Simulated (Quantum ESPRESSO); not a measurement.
BiTe: single point with PBE

BiTe:

```
CELL_PARAMETERS angstrom
0.00000 3.23500 3.23500
3.23500 0.00000 3.23500
3.23500 3.23500 0.00000
ATOMIC_POSITIONS crystal
Bi 0.00000 0.00000 0.00000
Te 0.50000 0.50000 0.50000
```

```json
{
  "Program": "Quantum ESPRESSO 7.5",
  "Task": "single point",
  "Functional": "PBE",
  "Potentials or basis": "SSSP 1.3 efficiency PBE",
  "Cutoff": "748 eV",
  "Density cutoff": "5987 eV",
  "k mesh": "7 × 7 × 7",
  "Occupations": "fermi-dirac, width 0.05 eV",
  "Spin": "no spin polarisation",
  "Mixing beta": "0.5",
  "Most SCF iterations": "120",
  "SCF threshold": "4e-10 Ry"
}
```

```yaml
Pressure: 0.7 GPa
Band_gap_on_the_k_mesh: none (metal or under the smearing width)
```

Levels at points of the mesh, in eV from the Fermi level:
```tsv
k point	band 6	band 7	band 8	band 9	band 10	band 11	band 12	band 13	band 14	band 15
(0.00, 0.00, 0.00)	-13.55	-8.16	-2.56	-2.56	-2.56	2.19	2.19	2.19	4.61	4.61
```

Run time: 29 s on 1 thread of Intel(R) Xeon(R) 6975P-C (Granite Rapids) (shared host), peak memory 0.32 GiB.

Caveat: spin-orbit coupling is left out, which moves the levels of the heavy elements.
